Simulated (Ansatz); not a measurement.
# Ba: the cost of one run

Computed with Ansatz 0.2.0 (DFT PBEsol, scalar-relativistic, plane waves, PAW, unless a step's input says otherwise).

## (1) The system as given

It takes space group P6/mmm (No. 191, hexagonal). The conventional cell has a = 6.996 Å, b = 6.996 Å, c = 3.909 Å, α = 90.00°, β = 90.00°, γ = 120.00°. Around Ba (site symmetry -6m2) lie 5 Ba at 3.91 to 4.04 Å.

As a file:

```cif
data_structure
_symmetry_space_group_name_H-M 'P6/mmm'
_symmetry_Int_Tables_number 191
_cell_length_a 6.9961
_cell_length_b 6.9961
_cell_length_c 3.9094
_cell_angle_alpha 90.000
_cell_angle_beta 90.000
_cell_angle_gamma 120.000
_cell_volume 165.71
loop_
_atom_site_label
_atom_site_type_symbol
_atom_site_symmetry_multiplicity
_atom_site_Wyckoff_symbol
_atom_site_fract_x
_atom_site_fract_y
_atom_site_fract_z
_atom_site_occupancy
Ba1 Ba 2 d 0.33333 0.66667 0.50000 1
```

Source of the structure: the Materials Project (structure only).

## (2) Quick check of gap, pressure and forces

Input file input.yaml:

```yaml
crystal:
  lattice:
    - [6.9960670735, 0.0, 0.0]
    - [-3.4980335368, 6.0587718122, 0.0]
    - [0.0, 0.0, 3.90939355]
  atoms:
    - { symbol: Ba, position: [0.33333333, 0.66666667, 0.5] }
    - { symbol: Ba, position: [0.66666667, 0.33333333, 0.5] }
basis:
  ecutwfc: 420
kpoints:
  mp_grid: { grid: [3, 3, 6] }
hamiltonian:
  xc: pbesol
scf:
  occupations: { method: gaussian, width: 0.1 }
output:
  forces: true
  stress: true
  eigenvalues: true
```

Q: Estimate wall time and peak memory on 1 thread of an x86-64 CPU, shared host.

About 1.2 s, with a peak of 0.42 GiB.
